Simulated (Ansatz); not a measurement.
# C2H6BFSi: the cost of one run

All numbers are computed with the Python package of Ansatz 0.2.0. Level of theory: r2SCAN+D4/cc-pVDZ.

## 1. The structure

Bond lengths: B1–C2 1.503 Å, C2–C3 1.326 Å, C3–F4 1.347 Å, C3–Si5 1.881 Å, B1–H6 1.214 Å, B1–H7 1.208 Å, C2–H8 1.080 Å, Si5–H9 1.482 Å, Si5–H10 1.509 Å, Si5–H11 1.441 Å. Angles (14 of 15 angles, heavy atoms first): B1–C2–C3 121.0°, C2–C3–F4 126.4°, C2–C3–Si5 119.8°, F4–C3–Si5 113.7°, B1–C2–H8 119.4°, C3–C2–H8 119.5°, C2–B1–H6 122.6°, C2–B1–H7 122.3°, C3–Si5–H9 109.8°, C3–Si5–H10 109.6°, C3–Si5–H11 109.8°, H6–B1–H7 114.9°, H9–Si5–H10 106.5°, H9–Si5–H11 112.1°.

No structure file is read: the coordinates are typed or built in the script.

## 2. The code

Contents of c2h6bfsi_torsion.py:

```python
"""Energy of C2H6BFSi as one group turns about a bond."""

import ansatz as az
from ase import Atoms


def main() -> None:
    atoms = Atoms(["B", "C", "C", "F", "Si", "H", "H", "H", "H", "H", "H"], positions=[
        (-2.1452, 0.6729, -0.0121),
        (-0.7994, 0.1409, 0.3957),
        (0.1918, 0.0452, -0.4799),
        (0.1667, 0.4507, -1.7646),
        (1.8544, -0.6474, 0.0626),
        (-3.0625, 0.8017, 0.7722),
        (-2.366, 1.0869, -1.1256),
        (-0.6357, -0.16, 1.4203),
        (2.9011, 0.3921, -0.0758),
        (1.7985, -1.0084, 1.5264),
        (2.1617, -1.8315, -0.6985),
    ])

    # relax first, so that the scan starts from a minimum
    first = (
        az.Crystal.molecule_from_ase(atoms).calculation()
        .basis(gaussian="cc-pVDZ")
        .functional("r2SCAN", dispersion="d4")
        .relax(force_tolerance=0.02, max_steps=80)
    )
    atoms.positions = first.run().report["positions_ang"]

    start = atoms.get_dihedral(1, 2, 4, 8)
    energies = {}
    for turn in range(0, 121, 20):
        turned = atoms.copy()
        turned.set_dihedral(1, 2, 4, 8, start + turn, indices=[4, 8, 9, 10])
        calc = (
            az.Crystal.molecule_from_ase(turned).calculation()
            .basis(gaussian="cc-pVDZ")
            .functional("r2SCAN", dispersion="d4")
        )
        energies[round((start + turn) % 360)] = calc.run().report["free_energy_ev"]
    floor = min(energies.values())
    print("dihedral C1-C2-Si4-H8 (deg)   E - E(min) (kcal/mol)")
    for angle, e in sorted(energies.items()):
        print(f"{angle:8d} {23.060548 * (e - floor):14.3f}  " + "#" * int(30 * (e - floor) / max(max(energies.values()) - floor, 1e-9)))


if __name__ == "__main__":
    main()
```

## 3. The input behind the calls

The engine receives this input (first run):

```yaml
crystal:
  periodic: [false, false, false]
  atoms:
    - { symbol: B, position_ang: [-2.1452, 0.6729, -0.0121] }
    - { symbol: C, position_ang: [-0.7994, 0.1409, 0.3957] }
    - { symbol: C, position_ang: [0.1918, 0.0452, -0.4799] }
    - { symbol: F, position_ang: [0.1667, 0.4507, -1.7646] }
    - { symbol: Si, position_ang: [1.8544, -0.6474, 0.0626] }
    - { symbol: H, position_ang: [-3.0625, 0.8017, 0.7722] }
    - { symbol: H, position_ang: [-2.366, 1.0869, -1.1256] }
    - { symbol: H, position_ang: [-0.6357, -0.16, 1.4203] }
    - { symbol: H, position_ang: [2.9011, 0.3921, -0.0758] }
    - { symbol: H, position_ang: [1.7985, -1.0084, 1.5264] }
    - { symbol: H, position_ang: [2.1617, -1.8315, -0.6985] }
basis:
  gaussian:
    orbitals: cc-pVDZ
hamiltonian:
  xc: r2scan
  dispersion: d4
relax:
  f_tol: 0.02
  max_steps: 80
```

## 4. Running it

Started as:

```sh
> python c2h6bfsi_torsion.py
```

Q: Estimate wall time and peak memory on 1 thread of Arm Neoverse V2, shared host.

About 86 s, with a peak of 0.23 GiB.
